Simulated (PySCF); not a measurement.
# C3H4BClF2: the cost of one run

Programs: PySCF 2.14.0, with density-fitted response routines of our own. Each step states its level of theory. These are calculated values for one molecule in the gas phase, unless marked as measured. Atoms count from 0, in the outputs and in this text.

**1. Starting geometry**

11 atoms, charge 0, multiplicity 1; geometry from: GFN2-xTB. The atoms were then displaced at random by about 0.01 Å, so the start is not that level's minimum.

Bonds of the start (Å): B0–C1 1.53, C1–C2 1.49, C2–Cl3 1.82, C1–C4 1.34, C4–F5 1.32, C4–F6 1.32, B0–H7 1.17, B0–H8 1.20, C2–H9 1.08, C2–H10 1.11.

**2. Optimising the geometry at PBE0-D3(BJ)/def2-SVP**

The job: settings as JSON, then the geometry in Å.

```
{"job": {"xc": "PBE0", "basis": "def2-SVP", "d3": "d3bj", "grid": 1, "shake": 0.01, "kind": "geom"}, "charge": 0, "multiplicity": 1}
B     -0.468450     1.251920     0.872050
C     -0.170330    -0.024640     0.087230
C      1.234200    -0.432960    -0.188830
Cl     1.966350     0.653580    -1.446930
C     -1.140900    -0.786340    -0.430020
F     -2.436670    -0.553030    -0.300550
F     -0.957980    -1.906330    -1.102900
H      0.403230     1.896390     1.324370
H     -1.598060     1.624220     1.006940
H      1.340310    -1.450750    -0.549200
H      1.866410    -0.297900     0.712180
```

Run with:

```
> OMP_NUM_THREADS=1 python probes_run.py task.json out
```

One launch serves the whole session: the jobs run in the order shown.

Q: Estimate the wall time and peak memory of this first job on 1 thread of Arm Neoverse V2, shared host.

About 37 s, with a peak of 0.52 GiB.
